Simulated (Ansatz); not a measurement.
Working through a test of the smearing width of ClO, space group Pm-3m

Computed with Ansatz 0.2.0 through its Python package.

Contents of `clo.extxyz`:
```text
2
Lattice="3.18521679 0.0 0.0 0.0 3.18521679 0.0 0.0 0.0 3.18521679" Properties=species:S:1:pos:R:3 pbc="T T T"
Cl    0.00000000    0.00000000    0.00000000
O     1.59260840    1.59260840    1.59260840
```

Notebook, run cell by cell (the value of a cell's last expression is shown):

**Cell 1**
```python
import csv
import warnings

import ansatz as az
```

**Cell 2**
```python
warnings.simplefilter("ignore", az.DeckWarning)
```

**Cell 3**
```python
clo = az.Crystal.from_extxyz("clo.extxyz")
```

**Cell 4**
```python
clo.resolved().sites[-1]
```
Output:
```text
Site(symbol='O', position=(0.5000000015697519, 0.5000000015697519, 0.5000000015697519), moment=None, axis=None, held=None, saved=None)
```

**Cell 5**
```python
setup = clo.calculation().kpoints(10).basis(41 * az.Ry).functional(az.Functional.PBESOL)
```

**Cell 6**
```python
rows = []
for value in [0.25, 0.15, 0.1, 0.05, 0.025]:
    report = setup.occupations("methfessel_paxton", width=value).run(threads=1, pin="off").report
    rows.append((value, report["free_energy_ev"] / len(report["lattice"]["sites"]), report["n_iterations"], report["n_kpoints"]))
```

**Cell 7**
```python
with open("smear.csv", "w", newline="") as handle:
    writer = csv.writer(handle)
    writer.writerow(["width (eV)", "F/atom (eV)", "iterations", "k-points"])
    writer.writerows([round(v, 5) if isinstance(v, float) else v for v in row] for row in rows)

# the last row is the reference
for row in rows[:-1]:
    shift = 1000 * (row[1] - rows[-1][1])
    print(f"{row[0]}: {shift:+.2f} meV/atom" + ("  (within 1 meV)" if abs(shift) < 1 else ""))
```
Output:
```text
0.25: +1.14 meV/atom
0.15: +0.78 meV/atom  (within 1 meV)
0.1: +0.37 meV/atom  (within 1 meV)
0.05: +0.09 meV/atom  (within 1 meV)
```

`smear.csv`, as written:
```csv
width (eV),F/atom (eV),iterations,k-points
0.25,-807.67518,6,56
0.15,-807.67554,6,56
0.1,-807.67595,6,56
0.05,-807.67624,6,56
0.025,-807.67632,6,56
```

Going from 0.025 to 0.25 eV changes F by +1.1 meV an atom. This scheme is built to cancel the term in the square of the width, so the shifts stay small and are partly the mesh's error.

The cell holds an odd number of electrons and is run without spin, so a magnetic state may lie lower. The narrowest width needs the finest mesh, so the last row is no converged reference. The structure comes from a database of computed cells and needn't be a stable or known phase. Finished in 8.1 s on 1 thread of Arm Neoverse V1, on a shared host, peak memory 0.34 GiB.
